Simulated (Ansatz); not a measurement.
**SiH2 (SMILES [SiH2]): r2SCAN0/aug-cc-pVTZ**

What is the electronic atomisation energy of SiH2 at r2SCAN0/aug-cc-pVTZ? 

The results are computed with Ansatz 0.2.0.

32 further runs of the same task are left out: 32 set aside as unsound or not needed.

## (1) The system as given

The species is SiH2 (3 atoms), meant as a singlet with charge 0. SMILES: `[SiH2]`. The shape is that of a PBE0-D4/def2-TZVP optimisation.

Bond lengths: Si1–H2 1.525 Å, Si1–H3 1.525 Å. Angles: H2–Si1–H3 91.2°.

## (2) A single-point energy at r2SCAN0/aug-cc-pVTZ

File in.yaml:

```yaml
crystal:
  periodic: [false, false, false]
  atoms:
    - {symbol: Si, position_ang: [-0.491200, 0.468600, -0.213600]}
    - {symbol: H, position_ang: [0.840300, 0.578600, 0.522500]}
    - {symbol: H, position_ang: [-0.349100, -1.047200, -0.308900]}
basis:
  gaussian:
    orbitals: aug-cc-pVTZ
total_charge: 0
hamiltonian:
  xc: {name: r2SCAN0}
accuracy: high
output: {orbitals: {seedname: orbitals}}
```

The run is started by

```console
ansatz run in.yaml --threads 1 --pin off --max-ram 3480MiB --events-out events.jsonl --progress --plain --runs-dir runs
```

Standard output:

```text
Warning: RAYON_NUM_THREADS=1 ignored (pool sized by the plan → 1); use --threads N
Functional definition: r2SCAN0
  name "r2SCAN0"
  parameter a = 0.25
  parameter k0 = 0.174
  parameter k1 = 0.065
  parameter a1 = 4.9479
  exchange = (1 - a)*r2scan_x(k0 = k0, k1 = k1, a1 = a1) + a*exact_x
  correlation = r2scan_c
1418 factors; integrals over basis functions are off by at most 3.9e-9 eV
mean field evaluation 1: about -7906.7446 eV, gradient 9.0e0 eV
mean field evaluation 2: about -7907.0186 eV, gradient 3.4e0 eV
mean field evaluation 4: about -7907.0681 eV, gradient 5.6e-1 eV
mean field evaluation 8: about -7907.0691 eV, gradient 1.9e-2 eV
mean field evaluation 16: about -7907.0691 eV, gradient 2.2e-7 eV
mean field -7907.06906559 eV, -290.5794285565 hartree, gradient 5.1e-8 eV, S^2 0.000000; 0 other end points of the search recorded, 0 dependent functions left out
reference -7907.06906689 eV, -290.5794286043 hartree; 8, 8 occupied and 88, 88 virtual orbitals, 1418 factors
Total energy: -7907.06906689 eV, -290.5794286043 hartree
```

Wall time 6.3 s (1 thread of Arm Neoverse V1, shared host); peak memory 0.21 GiB.

## (3) The H atom

File in.yaml:

```yaml
basis:
  gaussian: {orbitals: aug-cc-pVTZ}
crystal:
  periodic: [false, false, false]
  atoms:
    - {symbol: H, position_ang: [0.000000, 0.000000, 0.000000]}
magnetization: {spin_polarized: true, initial_magnetization: 1}
hamiltonian: {xc: {name: r2SCAN0}}
accuracy: high
```

Run the same way, it converges to -0.49992 Eh (log not shown).

## (4) The Si atom at the same level

File in.yaml:

```yaml
crystal:
  periodic: [false, false, false]
  atoms:
    - {symbol: Si, position_ang: [0.000000, 0.000000, 0.000000]}
basis:
  gaussian:
    orbitals: aug-cc-pVTZ
magnetization:
  spin_polarized: true
  initial_magnetization: 2
hamiltonian:
  xc: {name: r2SCAN0}
accuracy: high
```

Run the same way, it converges to -289.34525 Eh (log not shown).

## (5) What came out

At r2SCAN0/aug-cc-pVTZ:

| quantity | value |
| --- | --- |
| molecule: total energy | -290.57943 Eh |
| molecule: HOMO energy | -7.00 eV |
| molecule: LUMO energy | -3.02 eV |
| molecule: HOMO–LUMO gap | 3.98 eV |
| H atom: total energy | -0.49992 Eh |
| H atom: ⟨S²⟩ | 0.750 |
| Si atom: total energy | -289.34525 Eh |
| Si atom: ⟨S²⟩ | 2.010 |
| electronic atomisation energy | 6.377 eV |

What this shows: Taking the molecule apart into free atoms costs 6.38 eV (615 kJ/mol), before zero-point energy and without spin-orbit coupling.
